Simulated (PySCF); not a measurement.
# C2H7OSSi radical: electronic structure in real space

For C2H7OSSi radical, the scripts below see where an electron leaves and enters, measure its response to a uniform field and analyse its density (charges, bond critical points, surface potential).

The runs use PySCF 2.14.0; levels as typed in each script, gas phase, geometry from GFN2-xTB.

**1. Starting geometry**

SMILES `[SiH3]O[CH]CS`, 12 atoms, charge 0, spin multiplicity 2.

Bond lengths: Si1–O2 1.635 Å, Si1–H6 1.464 Å, Si1–H7 1.452 Å, Si1–H8 1.464 Å, O2–C3 1.335 Å, C3–C4 1.433 Å, C3–H9 1.080 Å, C4–S5 1.943 Å, C4–H10 1.086 Å, C4–H11 1.085 Å, S5–H12 1.329 Å. Angles: O2–Si1–H6 110.0°, O2–Si1–H7 98.4°, O2–Si1–H8 110.0°, H6–Si1–H7 114.5°, H6–Si1–H8 109.0°, H7–Si1–H8 114.5°, Si1–O2–C3 134.2°, O2–C3–C4 119.0°, O2–C3–H9 118.2°, C4–C3–H9 120.9°, C3–C4–S5 110.7°, C3–C4–H10 113.7°, C3–C4–H11 113.7°, S5–C4–H10 103.7°, S5–C4–H11 101.4°, H10–C4–H11 112.4°, C4–S5–H12 94.1°.

Geometry (Å):

```
Si   -2.4496    0.3293   -0.0322
O    -0.9706   -0.2599    0.3382
C     0.0018   -0.8432   -0.3655
C     1.2971   -0.9916    0.2295
S     2.3831    0.5891   -0.0831
H    -3.3003   -0.7444   -0.5486
H    -2.8220    0.8128    1.2856
H    -2.3312    1.3748   -1.0503
H    -0.1354   -0.9564   -1.4303
H     1.2723   -1.0778    1.3116
H     1.9038   -1.7633   -0.2321
H     1.5496    1.4059    0.5537
```

**2. Removing and adding an electron (PBE/def2-svpd)**

input.py

```python
import numpy as np
from pyscf import gto, scf, dft
from pyscf.scf import atom_ks, atom_hf
from scipy.linalg import block_diag

def solve(mol, dm0=None, hcore=None):
    mf = (dft.UKS if mol.spin else dft.RKS)(mol, xc='pbe')
    mf.grids.level = 3
    mf = mf.density_fit(auxbasis='def2-universal-jkfit')
    mf.conv_tol, mf.max_cycle = 1e-8, 80
    if hcore is not None:
        mf.get_hcore = lambda *args: hcore
    mf.kernel(dm0)
    if not mf.converged:
        mf = mf.newton().run(mf.mo_coeff, mf.mo_occ, max_cycle=30)
    assert mf.converged, 'SCF not converged'
    return mf

mol = gto.M(atom='''
Si    -2.44959     0.32931    -0.03216
O     -0.97062    -0.25994     0.33823
C      0.00181    -0.84316    -0.36546
C      1.29707    -0.99157     0.22951
S      2.38306     0.58913    -0.08309
H     -3.30025    -0.74443    -0.54862
H     -2.82197     0.81281     1.28561
H     -2.33119     1.37482    -1.05029
H     -0.13544    -0.95641    -1.43032
H      1.27232    -1.07778     1.31156
H      1.90376    -1.76328    -0.23205
H      1.54962     1.40587     0.55371
''', basis='def2-svpd', charge=0, spin=1, verbose=4)
mf = solve(mol)
out = dict(e0=mf.e_tot, dm0=mf.make_rdm1(), c=mf.mo_coeff, occ=mf.mo_occ, eps=mf.mo_energy)
for name, dq, spin in [('cation', 1, 0), ('anion', -1, 0)]:
    ion = mol.copy().set(charge=mol.charge + dq, spin=spin).build()
    mi = solve(ion)
    if spin and dq > 0 and mol.nao < 130:
        c, _, stable, _ = mi.stability(return_status=True)
        if not stable:
            mi = solve(ion, mi.make_rdm1(c, mi.mo_occ))
    print(name, 'vertical energy change / eV', (mi.e_tot - mf.e_tot) * 27.211386)
    out.update({'e_' + name: mi.e_tot, 'dm_' + name: mi.make_rdm1(), 's2_' + name: mi.spin_square()[0], 'eps_' + name: mi.mo_energy, 'occ_' + name: mi.mo_occ})
# spherically averaged free atoms, for the promolecule
atm = atom_ks.get_atm_nrks(mol, xc='pbe')
pro = block_diag(*[(atm[a[0]][2] * atm[a[0]][3]) @ atm[a[0]][2].T for a in mol._atom])
np.savez('result.npz', pro=pro, **out)
```

Started as:

```sh
> OMP_NUM_THREADS=1 python input.py
```

**4. Response to an electric field (B3LYP/6-311+g**)**

input.py

```python
import numpy as np
from pyscf import gto, scf, dft
from pyscf.scf import atom_ks, atom_hf
from scipy.linalg import block_diag

def solve(mol, dm0=None, hcore=None):
    mf = (dft.UKS if mol.spin else dft.RKS)(mol, xc='b3lyp')
    mf.grids.level = 3
    mf = mf.density_fit(auxbasis='def2-universal-jkfit')
    mf.conv_tol, mf.max_cycle = 1e-8, 80
    if hcore is not None:
        mf.get_hcore = lambda *args: hcore
    mf.kernel(dm0)
    if not mf.converged:
        mf = mf.newton().run(mf.mo_coeff, mf.mo_occ, max_cycle=30)
    assert mf.converged, 'SCF not converged'
    return mf

mol = gto.M(atom='''
Si    -2.44959     0.32931    -0.03216
O     -0.97062    -0.25994     0.33823
C      0.00181    -0.84316    -0.36546
C      1.29707    -0.99157     0.22951
S      2.38306     0.58913    -0.08309
H     -3.30025    -0.74443    -0.54862
H     -2.82197     0.81281     1.28561
H     -2.33119     1.37482    -1.05029
H     -0.13544    -0.95641    -1.43032
H      1.27232    -1.07778     1.31156
H      1.90376    -1.76328    -0.23205
H      1.54962     1.40587     0.55371
''', basis='6-311+g**', charge=0, spin=1, verbose=4)
field = np.array([-0.0, -0.0, -0.005])  # atomic units
mol.set_common_orig(mol.atom_charges() @ mol.atom_coords() / mol.atom_charges().sum())
mf = solve(mol)
out = dict(dm0=mf.make_rdm1(), d0=mf.dip_moment(unit='AU'), e0=mf.e_tot)
for name, sign in (('p', 1), ('m', -1)):
    h = mf.get_hcore() + sign * np.einsum('x,xij->ij', field, mol.intor('int1e_r'))
    mi = solve(mol, mf.make_rdm1(), h)
    out.update({'dm' + name: mi.make_rdm1(), 'd' + name: mi.dip_moment(unit='AU'), 'e' + name: mi.e_tot})
# spherically averaged free atoms, for the promolecule
atm = atom_ks.get_atm_nrks(mol, xc='b3lyp')
pro = block_diag(*[(atm[a[0]][2] * atm[a[0]][3]) @ atm[a[0]][2].T for a in mol._atom])
np.savez('result.npz', pro=pro, **out)
```

**6. Density, bond paths and surface potential (HF/cc-pvdz)**

input.py

```python
import numpy as np
from pyscf import gto, scf, dft
from pyscf.scf import atom_ks, atom_hf
from scipy.linalg import block_diag

def solve(mol, dm0=None, hcore=None):
    mf = scf.UHF(mol) if mol.spin else scf.RHF(mol)
    mf = mf.density_fit(auxbasis='def2-universal-jkfit')
    mf.conv_tol, mf.max_cycle = 1e-8, 80
    if hcore is not None:
        mf.get_hcore = lambda *args: hcore
    mf.kernel(dm0)
    if not mf.converged:
        mf = mf.newton().run(mf.mo_coeff, mf.mo_occ, max_cycle=30)
    assert mf.converged, 'SCF not converged'
    return mf

mol = gto.M(atom='''
Si    -2.44959     0.32931    -0.03216
O     -0.97062    -0.25994     0.33823
C      0.00181    -0.84316    -0.36546
C      1.29707    -0.99157     0.22951
S      2.38306     0.58913    -0.08309
H     -3.30025    -0.74443    -0.54862
H     -2.82197     0.81281     1.28561
H     -2.33119     1.37482    -1.05029
H     -0.13544    -0.95641    -1.43032
H      1.27232    -1.07778     1.31156
H      1.90376    -1.76328    -0.23205
H      1.54962     1.40587     0.55371
''', basis='cc-pvdz', charge=0, spin=1, verbose=4)
mf = solve(mol)
mf.analyze()
# spherically averaged free atoms, for the promolecule
atm = scf.atom_hf.get_atm_nrhf(mol)
pro = block_diag(*[(atm[a[0]][2] * atm[a[0]][3]) @ atm[a[0]][2].T for a in mol._atom])
np.savez('result.npz', e=mf.e_tot, c=mf.mo_coeff, occ=mf.mo_occ, eps=mf.mo_energy, pro=pro, dip=mf.dip_moment(verbose=0), s2=mf.spin_square()[0])
```

(Steps that only read results are left out.)

Q: Predict the outcome of this session. Wanted: vertical ionisation energy; vertical electron affinity; polarisability along the field; dipole moment; HOMO, LUMO.

The runs gave:

| quantity | value |
| --- | --- |
| vertical ionisation energy (PBE/def2-svpd) | 6.97 eV |
| vertical electron affinity (PBE/def2-svpd) | 0.18 eV |
| polarisability along the field (B3LYP/6-311+g**) | 64.7 bohr³ |
| dipole moment (HF/cc-pvdz) | 2.25 D |
| HOMO, LUMO (HF/cc-pvdz) | -8.23, 3.35 eV |

In words: The ionisation energy from two SCF runs, 6.97 eV, lies 3.0 eV above −ε(HOMO) = 3.99 eV of the same level, PBE/def2-svpd, since self-interaction lifts this functional's HOMO. At HF/cc-pvdz: The highest Hirshfeld charge is on Si1 (+0.45 e), the lowest on O2 (−0.26 e). All values hold at the given geometry, in the gas phase.
